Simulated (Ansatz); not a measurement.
# TaSeO: the cost of one run

Program: Ansatz 0.2.0. Level of theory: DFT PBE, scalar-relativistic, plane waves, PAW. These are calculated values, not measurements.

## Step 1: The system as given

It takes space group P-6m2 (No. 187, hexagonal). The conventional cell has a = 5.550 Å, b = 5.550 Å, c = 14.000 Å, α = 90.00°, β = 90.00°, γ = 120.00°. Ta (site symmetry -6m2) has 3 Se at 3.20 Å and 3 O at 3.20 Å as nearest neighbours. Se (site symmetry -6m2) is surrounded by 3 O at 3.20 Å and 3 Ta at 3.20 Å. Around O (site symmetry -6m2) lie 3 Se at 3.20 Å and 3 Ta at 3.20 Å.

Coordinates:

```xyz
3
Lattice="5.5498 0.0000 0.0000 -2.7749 4.8063 0.0000 0.0000 0.0000 14.0000" Properties=species:S:1:pos:R:3 pbc="T T F"
Ta    0.0000    0.0000    7.0000
Se    2.7749    1.6021    7.0000
O     0.0000    3.2042    7.0000
```

Recipe of the guess: random sheet by layer group and Wyckoff sites. The dimensions are guesses.

It is a sheet, periodic along a and b, with vacuum along c; volumes and pressures of the box carry no meaning, and space groups named for it are those of the box.

## Step 2: The guess as it stands, on a coarse mesh

The input, input.yaml:

```yaml
crystal:
  lattice:
    - [5.549812, 0.0, 0.0]
    - [-2.774906, 4.806278, 0.0]
    - [0.0, 0.0, 14.0]
  atoms:
    - { symbol: Ta, position: [0.0, 0.0, 0.5] }
    - { symbol: Se, position: [0.66666667, 0.33333333, 0.5] }
    - { symbol: O, position: [0.33333333, 0.66666667, 0.5] }
  periodic: [true, true, false]
basis:
  ecutwfc: 420
kpoints:
  mp_grid: { grid: [6, 6, 1] }
hamiltonian:
  xc: pbe
scf:
  occupations: { method: gaussian, width: 0.1 }
  lower_state_search: "off"
output:
  forces: true
  stress: true
  eigenvalues: true
```

The run is started by

```bash
$ ansatz run input.yaml --threads 1 --pin off --max-ram 2048MiB --backend cpu --events-out ev --progress --plain --runs-dir out
```

What time and memory should one allow on 1 thread of Arm Neoverse V1, shared host?

About 11 s, with a peak of 0.59 GiB.
